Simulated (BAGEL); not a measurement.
**C2H6OSi (SMILES C=C[SiH2]O): HF/STO-3G (density fitting with qzvpp-jkfit)**

Aim: the energy change on altering one bond length of C2H6OSi at HF/STO-3G (density fitting with qzvpp-jkfit), from 2 runs. 

The results are computed with BAGEL 1.2.2.

### Step 1. The system as given

C2H6OSi: 10 atoms, total charge 0, spin state singlet. SMILES: `C=C[SiH2]O`. The shape is that of a PBE0-D4/def2-TZVP optimisation. This is one conformer, not always the lowest.

Bond lengths: C1–C2 1.330 Å, C2–Si3 1.857 Å, Si3–O4 1.649 Å, C1–H5 1.087 Å, C1–H6 1.086 Å, C2–H7 1.090 Å, Si3–H8 1.491 Å, Si3–H9 1.484 Å, O4–H10 0.958 Å. Some angles: C1–C2–Si3 122.9°, C2–Si3–O4 111.4°, C1–C2–H7 118.3°, Si3–C2–H7 118.9°, C2–C1–H5 121.4°, C2–C1–H6 122.4°, C2–Si3–H8 108.7°, C2–Si3–H9 111.0°, O4–Si3–H8 111.1°, O4–Si3–H9 105.7°.

### Step 2. A single-point energy at HF/STO-3G (density fitting with qzvpp-jkfit)

Input file input.json:

```json
{ "bagel": [

{
  "title": "molecule",
  "basis": "sto-3g",
  "df_basis": "qzvpp-jkfit",
  "angstrom": true,
  "geometry": [
    { "atom": "C", "xyz": [       0.469400,       1.339200,      -0.818800 ] },
    { "atom": "C", "xyz": [       0.221400,       0.866200,       0.399700 ] },
    { "atom": "Si", "xyz": [      -0.462400,      -0.834200,       0.700700 ] },
    { "atom": "O", "xyz": [      -0.544600,      -1.704600,      -0.697700 ] },
    { "atom": "H", "xyz": [       0.269300,       0.747200,      -1.707800 ] },
    { "atom": "H", "xyz": [       0.873500,       2.333700,      -0.985800 ] },
    { "atom": "H", "xyz": [       0.435100,       1.506700,       1.255300 ] },
    { "atom": "H", "xyz": [       0.393300,      -1.520900,       1.710800 ] },
    { "atom": "H", "xyz": [      -1.852500,      -0.765700,       1.214600 ] },
    { "atom": "H", "xyz": [       0.280700,      -2.019000,      -1.068100 ] }
  ]
},

{
  "title": "hf",
  "charge": 0
},

{
  "title": "print",
  "file": "orbitals.molden",
  "orbitals": true
}

]}
```

Launch:

```
BAGEL_NUM_THREADS=1 BAGEL input.json > input.out
```

Log:

```text
* using 1 threads per process

  ===============================================================
  ===============================================================

  *** Geometry ***

  { "atom" : "C", "xyz" : [      0.887037,      2.530721,     -1.547308 ] },
  { "atom" : "C", "xyz" : [      0.418385,      1.636881,      0.755324 ] },
  { "atom" : "Si", "xyz" : [     -0.873809,     -1.576410,      1.324131 ] },
  { "atom" : "O", "xyz" : [     -1.029145,     -3.221227,     -1.318462 ] },
  { "atom" : "H", "xyz" : [      0.508903,      1.412003,     -3.227274 ] },
  { "atom" : "H", "xyz" : [      1.650676,      4.410054,     -1.862892 ] },
  { "atom" : "H", "xyz" : [      0.822220,      2.847250,      2.372173 ] },
  { "atom" : "H", "xyz" : [      0.743229,     -2.874084,      3.232943 ] },
  { "atom" : "H", "xyz" : [     -3.500718,     -1.446963,      2.295261 ] },
  { "atom" : "H", "xyz" : [      0.530446,     -3.815357,     -2.018416 ] },

  Number of auxiliary basis functions:      463

  Since a DF basis is specified, we compute 2- and 3-index integrals:
    o Being stored without compression. Storage requirement is 0.003 GB

  Number of basis functions:       30
  Number of electrons      :       40

    * METHOD: MOLECULE                             0.17

  *** RHF ***

  === Nuclear Repulsion ===
   160.2878263698

      * DIIS with orbital gradients will be used.

  === RHF iteration (sto-3g) ===
      0       -437.65295698          0.01329009           0.02
      1       -437.70944491          0.00321156           0.02
      2       -437.71282705          0.00081051           0.02
      3       -437.71308516          0.00028577           0.02
      4       -437.71310699          0.00003043           0.02
      5       -437.71310760          0.00000684           0.02
      6       -437.71310763          0.00000151           0.02
      7       -437.71310763          0.00000043           0.02
      8       -437.71310763          0.00000011           0.02
      9       -437.71310763          0.00000004           0.02
     10       -437.71310763          0.00000002           0.02
     11       -437.71310763          0.00000000           0.02
    * SCF iteration converged.

    * Permanent dipole moment:
           (   -0.464870,    -0.044787,    -0.182881) a.u.

    * METHOD: HF                                   0.32

    * METHOD: PRINT                                0.00

  ===============================================================
```

Wall time 0.64 s (1 thread of Arm Neoverse V1, shared host); peak memory 0.082 GiB.

### Step 3. The distorted shape

Input file input.json:

```json
{ "bagel": [

{
  "title": "molecule",
  "basis": "sto-3g",
  "df_basis": "qzvpp-jkfit",
  "angstrom": "true",
  "geometry": [
    { "atom": "C", "xyz": [       0.886410,       1.318651,      -0.972963 ] },
    { "atom": "C", "xyz": [       0.638410,       0.845651,       0.245537 ] },
    { "atom": "Si", "xyz": [      -0.045390,      -0.854749,       0.546537 ] },
    { "atom": "O", "xyz": [      -0.127590,      -1.725149,      -0.851863 ] },
    { "atom": "H", "xyz": [       0.686310,       0.726651,      -1.861963 ] },
    { "atom": "H", "xyz": [       1.290510,       2.313151,      -1.139963 ] },
    { "atom": "H", "xyz": [       0.852110,       1.486151,       1.101137 ] },
    { "atom": "H", "xyz": [       0.810310,      -1.541449,       1.556637 ] },
    { "atom": "H", "xyz": [      -1.852500,      -0.765700,       1.214600 ] },
    { "atom": "H", "xyz": [       0.697710,      -2.039549,      -1.222263 ] }
  ]
},

{
  "title": "hf"
},

{
  "title": "print",
  "file": "orbitals.molden",
  "orbitals": "true"
}

]}
```

Launch:

```
BAGEL_NUM_THREADS=1 BAGEL input.json > input.out
```

Log:

```text
* using 1 threads per process

  ===============================================================
  ===============================================================

  *** Geometry ***

  { "atom" : "C", "xyz" : [      1.675072,      2.491889,     -1.838634 ] },
  { "atom" : "C", "xyz" : [      1.206420,      1.598049,      0.463998 ] },
  { "atom" : "Si", "xyz" : [     -0.085775,     -1.615242,      1.032805 ] },
  { "atom" : "O", "xyz" : [     -0.241110,     -3.260059,     -1.609788 ] },
  { "atom" : "H", "xyz" : [      1.296938,      1.373171,     -3.518600 ] },
  { "atom" : "H", "xyz" : [      2.438710,      4.371222,     -2.154218 ] },
  { "atom" : "H", "xyz" : [      1.610255,      2.808418,      2.080847 ] },
  { "atom" : "H", "xyz" : [      1.531264,     -2.912916,      2.941618 ] },
  { "atom" : "H", "xyz" : [     -3.500718,     -1.446963,      2.295261 ] },
  { "atom" : "H", "xyz" : [      1.318481,     -3.854189,     -2.309742 ] },

  Number of auxiliary basis functions:      463

  Since a DF basis is specified, we compute 2- and 3-index integrals:
    o Being stored without compression. Storage requirement is 0.003 GB

  Number of basis functions:       30
  Number of electrons      :       40

    * METHOD: MOLECULE                             0.17

  *** RHF ***

  === Nuclear Repulsion ===
   158.6427541462

      * DIIS with orbital gradients will be used.

  === RHF iteration (sto-3g) ===
      0       -437.56303985          0.01425140           0.02
      1       -437.62984565          0.00363284           0.02
      2       -437.63402008          0.00094474           0.02
      3       -437.63434784          0.00034480           0.02
      4       -437.63438034          0.00003760           0.02
      5       -437.63438121          0.00001066           0.02
      6       -437.63438129          0.00000244           0.02
      7       -437.63438130          0.00000075           0.02
      8       -437.63438130          0.00000018           0.02
      9       -437.63438130          0.00000006           0.02
     10       -437.63438130          0.00000003           0.02
     11       -437.63438130          0.00000001           0.02
    * SCF iteration converged.

    * Permanent dipole moment:
           (   -0.617530,    -0.054708,    -0.110124) a.u.

    * METHOD: HF                                   0.33

    * METHOD: PRINT                                0.00

  ===============================================================
```

It took 0.64 s on 1 thread of Arm Neoverse V1, shared host; peak memory 0.082 GiB.

### Step 4. What came out

At HF/STO-3G (density fitting with qzvpp-jkfit):

```
                                                          quantity          value
                                         first shape: total energy  -437.71311 Eh
                                        first shape: dipole moment         1.27 D
                                          first shape: HOMO energy       -8.56 eV
                                          first shape: LUMO energy        8.47 eV
                                        first shape: HOMO–LUMO gap       17.03 eV
                                     distorted shape: total energy  -437.63438 Eh
                                    distorted shape: dipole moment         1.60 D
                                      distorted shape: HOMO energy       -8.17 eV
                                      distorted shape: LUMO energy        7.62 eV
                                    distorted shape: HOMO–LUMO gap       15.79 eV
energy change with the Si3–H9 bond stretched from 1.484 to 1.929 Å       2.142 eV
```

With the Si3–H9 bond stretched from 1.484 to 1.929 Å the energy rises by 2.14 eV (49 kcal/mol). The first shape isn't relaxed at this level, so the change isn't measured from a minimum. The minimal basis adds a large error of its own.
